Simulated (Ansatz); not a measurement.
# H₅O₃ScSi: how energies converge with the basis set

One table from this session's results is given with a row withheld; the runs are named, their logs left out.

Program: Ansatz 0.2.0, Gaussian basis. Level of theory: one geometry, several basis sets. These are calculated values, not measurements.

Plan: PBE0-D4/def2-SVP; ωB97M-V/def2-SVP; PBE0-D4/def2-QZVPP; ωB97M-V/def2-QZVPP; the functionals' def2-TZVPP values are taken from earlier runs.

## Structure used throughout

All runs share one geometry, relaxed beforehand with PBE0-D4 in a triple-zeta def2 set.

SMILES `[OH][Sc]([OH])[O][SiH3]`, 10 atoms, charge 0, spin multiplicity 1.

Atoms are counted from 1 here; the program's logs count them from 0.

Bond lengths: O1–Sc2 1.863 Å, O1–H6 0.952 Å, Sc2–O3 1.863 Å, Sc2–O4 1.903 Å, O3–H7 0.952 Å, O4–Si5 1.623 Å, Si5–H8 1.490 Å, Si5–H9 1.490 Å, Si5–H10 1.490 Å. Angles: Sc2–O1–H6 177.0°, O1–Sc2–O3 122.0°, O1–Sc2–O4 119.0°, O3–Sc2–O4 119.0°, Sc2–O3–H7 176.5°, Sc2–O4–Si5 179.7°, O4–Si5–H8 110.7°, O4–Si5–H9 110.9°, O4–Si5–H10 111.1°, H8–Si5–H9 108.1°, H8–Si5–H10 108.0°, H9–Si5–H10 108.0°.

Set-up of the first run:

The input, in.yaml:

```yaml
crystal:
  periodic: [false, false, false]
  atoms:
    - {symbol: O, position_ang: [-2.364699, -1.368798, -0.169116]}
    - {symbol: Sc, position_ang: [-0.525695, -1.183848, 0.065884]}
    - {symbol: O, position_ang: [0.578336, -2.647271, 0.399700]}
    - {symbol: O, position_ang: [0.247938, 0.551518, -0.037189]}
    - {symbol: Si, position_ang: [0.905051, 2.033857, -0.117284]}
    - {symbol: H, position_ang: [-3.298993, -1.511862, -0.281633]}
    - {symbol: H, position_ang: [1.095928, -3.428465, 0.566660]}
    - {symbol: H, position_ang: [1.292588, 2.511614, 1.240263]}
    - {symbol: H, position_ang: [2.125662, 2.027702, -0.972406]}
    - {symbol: H, position_ang: [-0.056106, 3.015562, -0.694869]}
basis:
  gaussian: {orbitals: def2-SVP}
hamiltonian: {xc: pbe0, dispersion: d4}
output: {orbitals: {seedname: orbitals}}
```

Steps of the session up to this table: PBE0-D4 in def2-SVP; ωB97M-V in def2-SVP; PBE0-D4 in def2-QZVPP; ωB97M-V in def2-QZVPP.

One table of the session follows, with a row left open; its other results are not shown here.

It belongs to the step «Density functionals: the series». 

| functional | basis | HOMO (eV) | LUMO (eV) |
| --- | --- | --- | --- |
| PBE0-D4 | def2-SVP | -7.89 | -1.41 |
| PBE0-D4 | def2-TZVPP | ? | ? |
| PBE0-D4 | def2-QZVPP | -8.18 | -1.68 |
| ωB97M-V | def2-SVP | -10.18 | -0.01 |
| ωB97M-V | def2-TZVPP | -10.49 | -0.22 |
| ωB97M-V | def2-QZVPP | -10.50 | -0.28 |

**Question.** Estimate the row for PBE0-D4, def2-TZVPP.

The run gave: HOMO (eV): -8.16; LUMO (eV): -1.67. In the column «HOMO (eV)» it lies between PBE0-D4, def2-QZVPP (-8.18) and PBE0-D4, def2-SVP (-7.89).
